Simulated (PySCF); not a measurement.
**CdBr: bond curves at several levels of theory**

One job finds the state of CdBr, follows it along the bond with each method and fits the curves.

Method: Cd x2c-TZVPPall, Br x2c-TZVPPall, spin-free X2C with a Gaussian nucleus; program: PySCF 2.14.0.

## Step 1: Set-up

A driver script around PySCF takes these settings:

```yaml
atoms: Cd, Br
charge: 0
basis: Cd x2c-TZVPPall, Br x2c-TZVPPall
Hamiltonian: spin-free X2C with a Gaussian nucleus
basis_functions: 127
electrons_treated: 83
masses_in_u: 113.9034, 78.9183
levels: PBE0, PBE, r²SCAN, B2PLYP, TPSS, B3LYP, LDA, ωB97M-V, HF, MP2, SCS-MP2
grid: 80 radial by 434 angular points
occupations: held fixed by the projection of orbital angular momentum
dissociation_limit: Cd + Br, each in its ground configuration
starting_distance_in_angstrom: 2.515
values_of_2S_to_try: 1, 3
```

The runs that follow: First curve: PBE0; Excited determinants; PBE; r²SCAN (meta-GGA); B2PLYP (double hybrid); TPSS; B3LYP (global hybrid GGA); LDA (local density); ωB97M-V; UHF.

Before running it: what results should come out? Wanted: for each run, Re; ωe; De; μ.

**Answer**, as computed:

Lowest PBE0 solution found, without spin–orbit coupling: ²Σ⁺ (doublet), unpaired electrons σ ↑. State 2 has its PBE0 minimum 5.17 eV higher. The other levels ran on the lowest alone.

| level | Re (Å) | ωe (cm⁻¹) | De (eV) | μ (D) |
| --- | --- | --- | --- | --- |
| UHF | 2.519 | 226.9 | 1.43 | -3.92 |
| UHF-MP2 | 2.456 | 236.2 | 1.55 | n/a |
| UHF-SCS-MP2 | 2.476 | 231.0 | 1.39 | n/a |
| LDA | 2.458 | 223.3 | 2.05 | -2.69 |
| PBE | 2.525 | 203.0 | 1.64 | -2.97 |
| TPSS | 2.519 | 207.9 | 1.72 | -3.13 |
| r²SCAN | 2.492 | 220.7 | 1.86 | -3.15 |
| B3LYP | 2.537 | 202.1 | 1.43 | -3.28 |
| PBE0 | 2.496 | 218.9 | 1.71 | -3.25 |
| ωB97M-V | 2.484 | 227.7 | 1.63 | -3.24 |
| B2PLYP | 2.505 | 216.4 | 1.48 | -3.55 |

De is counted to Cd + Br in their ground configurations. A positive dipole means Cd(−)Br(+).

Bond lengths run from 2.456 Å (UHF-MP2) to 2.537 Å (B3LYP). Of the levels with a De here, UHF-SCS-MP2 gives the least (1.39 eV) and LDA the most (2.05 eV).

Correlated steps freeze 23 core orbitals. B2PLYP dipoles, levels and charges come from its SCF part alone. Spin–orbit coupling is left out.
